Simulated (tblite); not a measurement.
# C4H3FO2Se: the cost of one run

Programs: tblite 0.8.0 and PySCF 2.14.0, with density-fitted response routines of our own. Each step states its level of theory. These are calculated values for one molecule in the gas phase, unless marked as measured. Atoms are numbered from 0 throughout.

**1. Starting geometry**

11 atoms, charge 0, multiplicity 1; geometry from: force field or distance geometry start.

Bonds of the start (Å): O0–C1 1.23, C1–C2 1.49, C2–O3 1.39, O3–C4 1.34, C4–C5 1.31, C5–F6 1.36, C5–Se7 1.95, Se7–C2 1.98, C1–H8 1.10, C2–H9 1.10, C4–H10 1.12.

**2. Optimising the geometry with GFN2-xTB**

The job: settings as JSON, then the geometry in Å.

```
{"job": {"kind": "relax", "xc": "GFN2-xTB", "basis": "xTB"}, "charge": 0, "multiplicity": 1}
O     -2.542900    -0.535400    -0.899300
C     -2.116500     0.158500     0.021600
C     -0.675700     0.513200     0.164000
O      0.057300    -0.010000    -0.900700
C      1.373200    -0.215300    -0.762300
C      1.820000    -0.545800     0.425000
F      3.095500    -0.797700     0.826300
Se     0.231500    -0.565500     1.551000
H     -2.778600     0.527300     0.819500
H     -0.549500     1.587600     0.344000
H      2.091300    -0.114100    -1.615100
```

Command:

```bash
$ OMP_NUM_THREADS=1 python probes_run.py task.json out
```

The driver reads the jobs from task.json and runs them one after another.

Q: Estimate the wall time and peak memory of this first job on 1 thread of Intel Xeon at 2.50GHz, shared host.

About 1.4 s, with a peak of 0.18 GiB.
